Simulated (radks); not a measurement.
# The first electron to leave Al

One table from this session's results is given with a row withheld; the runs are named, their logs left out.

Program: radks (a radial shooting solver on a logarithmic mesh, Libxc functionals) version 1. Level of theory: Dirac Kohn-Sham, relativistic LDA (MacDonald-Vosko exchange, VWN5 correlation), spin-unpolarised, spherical densities, finite nucleus. These are calculated values, not measurements, unless marked.

1 further run of the same task is left out (set aside as unsound or not needed).

**Starting point**

```
element            : aluminium (Z = 13)
charge             : 0
electrons          : 13
configuration      : [Ne] 3s2 3p(1/2: 1, 3/2: 0)
nuclear rms radius : 3.061 fm
```

A shell typed twice in an input gives the lower j, then the higher j.

Set-up of the first run:

Settings of this run:

```text
Z 13
configuration [Ne] 3s2 3p1 3p0
relativity Dirac
functional lda_x_rel,vwn5
spin unpolarised
j_filling energy
nucleus finite rms 3.061 fm
c 137.035999084
```

Steps of the session up to this table: The parent, Al.

One table of the session follows, with a row left open; its other results are not shown here.

It belongs to the step «The parent, Al». From the orbitals of this run (lengths in bohr):

| level | <r> | outermost maximum (interpolated) | 90 % within | nodes |
| --- | --- | --- | --- | --- |
| 1s1/2 | 0.1207 | 0.0787 | 0.216 | 0 |
| 2s1/2 | 0.6294 | 0.498 | 0.997 | 1 |
| 2p1/2 | 0.6033 | 0.427 | 1.02 | 0 |
| 2p3/2 | ? | ? | ? | ? |
| 3s1/2 | 2.535 | 2.06 | 3.90 | 2 |
| 3p1/2 | 3.434 | 2.63 | 5.49 | 1 |
| 3p3/2 | 3.444 | 2.64 | 5.50 | 1 |

Estimate the missing values for 2p3/2.

**Answer.** <r>: 0.6055; outermost maximum (interpolated): 0.428; 90 % within: 1.03; nodes: 0. In the column «<r>» it lies between 2p1/2 (0.6033) and 2s1/2 (0.6294).

Caveats from the session: Spin polarisation and multiplet splitting are left out, so open shells lie too high by an amount that depends on their filling.
